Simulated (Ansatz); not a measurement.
**BW2: further runs on the relaxed cell**

One table from this session's results is given with a row withheld; the runs are named, their logs left out.

Program: Ansatz 0.2.0. Level of theory: DFT r2SCAN, scalar-relativistic, plane waves, PAW. These are calculated values, not measurements.

1 further run of the same task is left out (set aside as unsound or not needed). Runs told in other sessions of the task aren't counted.

## The system as given

The structure is tetragonal, space group I4/mcm (No. 140). Conventional cell: a = 5.560 Å, b = 5.560 Å, c = 4.761 Å, α = 90.00°, β = 90.00°, γ = 90.00°. B (site symmetry 422) is surrounded by 2 B at 2.38 Å and 8 W at 2.38 Å. Around W (site symmetry m2m) lie 4 B at 2.38 Å and 3 W at 2.67 to 2.69 Å.

Structure file:

```xyz
6
Lattice="-2.7798 2.7798 2.3805 2.7798 -2.7798 2.3805 2.7798 2.7798 -2.3805" Properties=species:S:1:pos:R:3 pbc="T T T"
B     0.0000    0.0000    1.1902
B     0.0000    0.0000    3.5707
W     0.9448    3.7245    0.0000
W     1.8350    0.9448    0.0000
W     1.8350   -0.9448    2.3805
W     0.9448    1.8350    2.3805
```

This cell was relaxed beforehand with the same method: volume 12.26 Å³/atom, gap on the mesh none (metal).

The first run:

Contents of input.yaml:

```yaml
crystal:
  lattice:
    - [-2.7516742936, 2.7516742936, 2.3564353235]
    - [2.7516742936, -2.7516742936, 2.3564353235]
    - [2.7516742936, 2.7516742936, -2.3564353235]
  atoms:
    - { symbol: B, position: [0.25, 0.25, 0.0] }
    - { symbol: B, position: [0.75, 0.75, 0.0] }
    - { symbol: W, position: [0.669937403, 0.169937403, 0.8398748059] }
    - { symbol: W, position: [0.169937403, 0.330062597, 0.5] }
    - { symbol: W, position: [0.330062597, 0.830062597, 0.1601251941] }
    - { symbol: W, position: [0.830062597, 0.669937403, 0.5] }
basis:
  ecutwfc: 500
kpoints:
  mp_grid: { grid: [10, 10, 10] }
hamiltonian:
  xc: r2scan
scf:
  occupations: { method: gaussian, width: 0.1 }
output:
  forces: true
  stress: true
  eigenvalues: true
relax:
  adjacent_minimum: "off"
  f_tol: 0.01
  max_steps: 30
  cell: { stress_tol: 0.1, fix: [volume] }
```

Command:

```
> ansatz run input.yaml --threads 2 --pin off --max-ram 5120MiB --backend cpu --events-out ev --progress --plain --runs-dir out
```

Steps of the session up to this table: The cell scaled to 0.97 of its volume; Point at V/V0 = 1.03; The cell scaled to 0.94 of its volume; Volume × 1.06; Point at V/V0 = 0.91; Point at V/V0 = 1.10; Volume × 0.88.

One of the session's tables, all rows but one given; the rest of the session is left out.

It belongs to the step «Equation of state». 

```
volume (Å³/atom)  energy above the lowest point (meV/atom)  pressure (GPa)
          10.791                                     236.5           57.40
          11.159                                         ?               ?
          11.527                                      52.8           24.29
          11.895                                      12.5           11.20
          12.263                                       0.0           -0.02
          12.631                                      11.4           -9.65
          12.998                                      43.3          -17.91
          13.489                                     112.8          -27.09
```

**Question.** Estimate the row for volume (Å³/atom) = 11.159.

Worked estimate for «energy above the lowest point (meV/atom)». A straight line through the neighbours (10.791, 236.5) and (11.527, 52.8) gives 236.5 + (52.8 − 236.5) × (11.159 − 10.791) / (11.527 − 10.791) = 144.6; a parabola fitted to 3 rows on both sides gives 127.5.

The run gave: energy above the lowest point (meV/atom): 125.7; pressure (GPa): 39.59. In «energy above the lowest point (meV/atom)» the line misses by +18.9 and the parabola by +1.8.
